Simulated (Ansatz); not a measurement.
# CW: the cost of one run

Program: Ansatz 0.2.0, Gaussian basis. Level of theory: def2-QZVPP, core rule «outside noble gas», up to 5 orbitals frozen. These are calculated values, not measurements.

The runs, in order: UHF; ROHF; CCSD(T) on UHF.

2 further runs of the same task are left out: 2 set aside as unsound or not needed.

### 1 What is computed

The geometry is a PBE0/def2-TZVP stationary point (not a proven minimum) of the parent state, kept for this charge and spin. No spin-orbit coupling is included. Elements past krypton take def2 core potentials.

2 atoms, charge 1, spin multiplicity 4.

Atoms are counted from 1 here; the program's logs count them from 0.

Bond lengths: W1–C2 1.699 Å.

### 2 UHF

in.yaml

```yaml
crystal:
  periodic: [false, false, false]
  atoms:
    - {symbol: W, position_ang: [0.000000, 0.000000, 0.000000]}
    - {symbol: C, position_ang: [0.000000, 0.000000, 1.698800]}
basis:
  gaussian: {orbitals: "def2-QZVPP.json"}
total_charge: 1
magnetization: {spin_polarized: true, initial_magnetization: 3}
hamiltonian: {xc: hf}
output: {orbitals: {seedname: orbitals}}
```

The run is started by

```bash
$ ansatz run in.yaml --threads 1 --pin off --events-out ev --progress --plain --max-ram 4096MiB --backend cpu
```

What time and memory should one allow on 1 thread of AMD EPYC 7R13, shared host?

About 20 s, with a peak of 0.31 GiB.
